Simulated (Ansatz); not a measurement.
# CeBRh3: the cost of one run

Program: Ansatz 0.2.0 through its Python package. Level of theory: DFT PBEsol, plane waves, PAW. These are calculated values, not measurements.

### Step 1. The structure

Symmetry: Pm-3m, No. 221, cubic system. The conventional cell has a = 4.213 Å, b = 4.213 Å, c = 4.213 Å, α = 90.00°, β = 90.00°, γ = 90.00°. Ce (site symmetry m-3m) is surrounded by 12 Rh at 2.98 Å. Around B (site symmetry m-3m) lie 6 Rh at 2.11 Å. Rh (site symmetry 4/mmm) is surrounded by 2 B at 2.11 Å.

The script holds or builds the structure itself.

### Step 2. The code

Input file vcrelax_cebrh3.py:

```python
# -*- coding: utf-8 -*-
"""Cell relaxation of CeBRh3."""

import warnings

import ansatz
from ase import Atoms
from ase.neighborlist import neighbor_list
import matplotlib.pyplot as plt
import numpy as np

def edges_and_angles(cell):
    cell = np.asarray(cell)
    a, b, c = np.linalg.norm(cell, axis=1)
    cosines = cell[1] @ cell[2] / (b * c), cell[0] @ cell[2] / (a * c), cell[0] @ cell[1] / (a * b)
    return (a, b, c, *np.degrees(np.arccos(cosines)))


def main():
    warnings.simplefilter("ignore", ansatz.DeckWarning)

    cebrh3 = (
        ansatz.Lattice.from_parameters(4.213, 4.213, 4.213, alpha=90.0, beta=90.0, gamma=90.0)
        .atom("Ce", (0.0, 0.0, 0.0))
        .atom("B", (0.5, 0.5, 0.5))
        .atom("Rh", (0.0, 0.5, 0.5))
        .atom("Rh", (0.5, 0.0, 0.5))
        .atom("Rh", (0.5, 0.5, 0.0))
        .moments(Ce=1.3)
    )

    # edges free, angles fixed
    calculation = cebrh3.calculation()
    calculation = calculation.functional(ansatz.Functional.PBESOL)
    calculation = calculation.spin(ansatz.SpinTreatment.COLLINEAR).kpoints(7)
    calculation = calculation.basis(450)
    calculation = calculation.occupations(ansatz.OccupationsMethod.FERMI_DIRAC, width=0.15)
    calculation = calculation.scf(tolerance=1e-09).relax(force_tolerance=0.02, fix_cell=["angles"])
    calculation = calculation.density()
    steps = []


    def collect(event):
        if event["event"] == "relax_step":
            steps.append(event["data"])


    result = calculation.session().plan().execute(on_event=collect)
    r = result.report
    for s in steps:
        flag = "" if s["accepted"] else "  (rejected)"
        print("step %2d  E = %.5f eV  largest force component = %.4f eV/A%s" % (s["step"], s["lagrangian_ev"], s["allowed_force_max_ev_ang"], flag))

    first, last = steps[0], steps[-1]
    symbols = [site.symbol for site in result.lattice.sites]
    print(f"energy gained {first['lagrangian_ev'] - last['lagrangian_ev']:.4f} eV in {len(steps) - 1} steps")
    for label, vectors in (("before", first["cell_ang"]), ("after", result.lattice.cell_ang)):
        print(label, "a b c (A) {:.4f} {:.4f} {:.4f}  angles {:.2f} {:.2f} {:.2f}".format(*edges_and_angles(vectors)), f" V = {abs(np.linalg.det(vectors)):.3f} A^3")
    print("final stress xx yy zz (GPa, compression positive):", np.round(np.diag(r["stress_gpa"]), 3) + 0.0)

    final = Atoms(symbols, positions=last["positions_ang"], cell=result.lattice.cell_ang, pbc=True)
    i, j, d = neighbor_list("ijd", final, 4.5)
    print("neighbours within 1.15 times the shortest distance of each atom (A)")
    for atom in range(len(final)):
        near = [m for m in np.argsort(d) if i[m] == atom]
        shell = [m for m in near if d[m] < 1.15 * d[near[0]]]
        print(f"{symbols[atom]}{atom} ({len(shell)}):", ", ".join(f"{symbols[j[m]]} {d[m]:.3f}" for m in shell))

    print("relaxed fractional positions")
    for site in result.lattice.sites:
        print(f"  {site.symbol:2s}", " ".join(f"{v % 1:8.5f}" for v in np.round(site.position_frac, 5)))

    n_atoms = len(r["lattice"]["sites"])
    print("F =", round(r["free_energy_ev"], 4), "eV for", n_atoms, "atoms")
    print("E(sigma -> 0) =", round(r["energy_sigma0_ev"], 4), "eV, TS =", round(r["entropy_ts_ev"], 5), "eV")
    print("closed by", r["closed_by"], "after", r["n_iterations"], "iterations")

    print(f"net moment {r['magnetization_mub']:.3f} muB, absolute {r['absolute_magnetization_mub']:.3f} muB")
    for index, (site, m) in enumerate(zip(result.lattice.sites, r["site_moments_mub"])):
        print(f"  {index:2d} {site.symbol:2s} {m:7.3f}")

    field = sum(channel.density_e_per_ang3 for channel in result.density().channels[:2])
    fig, ax = plt.subplots(figsize=(4, 3.4))
    shown = ax.imshow(np.log10(np.clip(field[:, :, 0].T, 1e-3, None)), origin="lower", extent=(0, 1, 0, 1))
    fig.colorbar(shown, label="log10 density (e/A^3)")
    ax.set(xlabel="fraction of grid vector 1", ylabel="fraction of grid vector 2")
    fig.savefig("density_plane.png", dpi=100)
    print(f"plane through the origin: {field[:, :, 0].min():.4f} to {field[:, :, 0].max():.4f} e/A^3")


if __name__ == "__main__":
    main()
```

### Step 3. Launch

On the command line:

```
python vcrelax_cebrh3.py
```

**Question.** How long does this script take on 1 thread of Arm Neoverse V1, shared host, and how much memory does it need?

About 62 s, with a peak of 0.59 GiB.
